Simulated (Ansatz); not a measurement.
# Zr5Pt3: further runs on the relaxed cell

An exercise on one series of results from a longer session: the logs are not shown, and one member is left open.

Computed with Ansatz 0.2.0 (DFT PBE and PBEsol (the runs whose input is shown use PBEsol), scalar-relativistic, plane waves, PAW).

### The starting structure

The structure is hexagonal, space group P6_3/mcm (No. 193). Conventional cell: a = 8.283 Å, b = 8.283 Å, c = 5.405 Å, α = 90.00°, β = 90.00°, γ = 120.00°. Around Zr (site symmetry 32) lie 2 Zr at 2.70 Å and 6 Pt at 2.88 Å. Zr (site symmetry m2m) has 5 Pt at 2.87 to 2.97 Å as nearest neighbours. Around Pt (site symmetry m2m) lie 9 Zr at 2.87 to 2.97 Å and 2 Pt at 3.21 Å.

Structure file:

```xyz
16
Lattice="8.2828 0.0000 0.0000 -4.1414 7.1731 0.0000 0.0000 0.0000 5.4054" Properties=species:S:1:pos:R:3 pbc="T T T"
Zr    0.0000    4.7821    2.7027
Zr    4.1414    2.3910    2.7027
Zr    4.1414    2.3910    0.0000
Zr    0.0000    4.7821    0.0000
Zr    6.2449    0.0000    1.3513
Zr   -3.1224    5.4082    1.3513
Zr    1.0190    1.7649    1.3513
Zr    2.0379    0.0000    4.0540
Zr   -1.0190    1.7649    4.0540
Zr    3.1224    5.4082    4.0540
Pt    3.2768    0.0000    1.3513
Pt   -1.6384    2.8378    1.3513
Pt    2.5030    4.3353    1.3513
Pt    5.0060    0.0000    4.0540
Pt   -2.5030    4.3353    4.0540
Pt    1.6384    2.8378    4.0540
```

It is the result of an earlier relaxation at this level (volume 20.07 Å³/atom; gap on the mesh: none (metal)).

The first run:

input.yaml

```yaml
crystal:
  lattice:
    - [8.282795305, 0.0, 0.0]
    - [-4.1413976525, 7.1731111485, 0.0]
    - [0.0, 0.0, 5.405372974]
  atoms:
    - { symbol: Zr, position: [0.3333333333, 0.6666666667, 0.5] }
    - { symbol: Zr, position: [0.6666666667, 0.3333333333, 0.5] }
    - { symbol: Zr, position: [0.6666666667, 0.3333333333, 0.0] }
    - { symbol: Zr, position: [0.3333333333, 0.6666666667, 0.0] }
    - { symbol: Zr, position: [0.7539564368, 0.0, 0.25] }
    - { symbol: Zr, position: [0.0, 0.7539564368, 0.25] }
    - { symbol: Zr, position: [0.2460435632, 0.2460435632, 0.25] }
    - { symbol: Zr, position: [0.2460435632, 0.0, 0.75] }
    - { symbol: Zr, position: [0.0, 0.2460435632, 0.75] }
    - { symbol: Zr, position: [0.7539564368, 0.7539564368, 0.75] }
    - { symbol: Pt, position: [0.3956206899, 0.0, 0.25] }
    - { symbol: Pt, position: [0.0, 0.3956206899, 0.25] }
    - { symbol: Pt, position: [0.6043793101, 0.6043793101, 0.25] }
    - { symbol: Pt, position: [0.6043793101, 0.0, 0.75] }
    - { symbol: Pt, position: [0.0, 0.6043793101, 0.75] }
    - { symbol: Pt, position: [0.3956206899, 0.3956206899, 0.75] }
basis:
  ecutwfc: 420
kpoints:
  mp_grid: { grid: [6, 6, 8] }
hamiltonian:
  xc: pbesol
scf:
  occupations: { method: gaussian, width: 0.1 }
output:
  forces: true
  stress: true
  eigenvalues: true
relax:
  adjacent_minimum: "off"
  f_tol: 0.005
  max_steps: 50
  cell: { stress_tol: 0.05 }
```

The run is started by

```
ansatz run input.yaml --threads 4 --pin off --max-ram 10240MiB --backend cpu --events-out ev --progress --plain --runs-dir out
```

Steps of the session up to this table: Relaxing with PBEsol; The cell under PBE+D3(BJ); The cell under LDA; The cell under r2SCAN.

One table of the session follows, with a row left open; its other results are not shown here.

It belongs to the step «One structure, several functionals». 

| functional | a (Å) | b (Å) | c (Å) | volume (Å³/atom) |
| --- | --- | --- | --- | --- |
| PBE | 8.283 | 8.283 | 5.405 | 20.07 |
| PBEsol | 8.195 | 8.195 | 5.329 | 19.37 |
| PBE+D3(BJ) | ? | ? | ? | ? |
| LDA | 8.138 | 8.138 | 5.287 | 18.95 |
| r2SCAN | 8.271 | 8.271 | 5.374 | 19.90 |

**Question.** Estimate the row for PBE+D3(BJ).

The run gave: a (Å): 8.194; b (Å): 8.194; c (Å): 5.338; volume (Å³/atom): 19.40. In the column «a (Å)» it lies between LDA (8.138) and PBEsol (8.195).
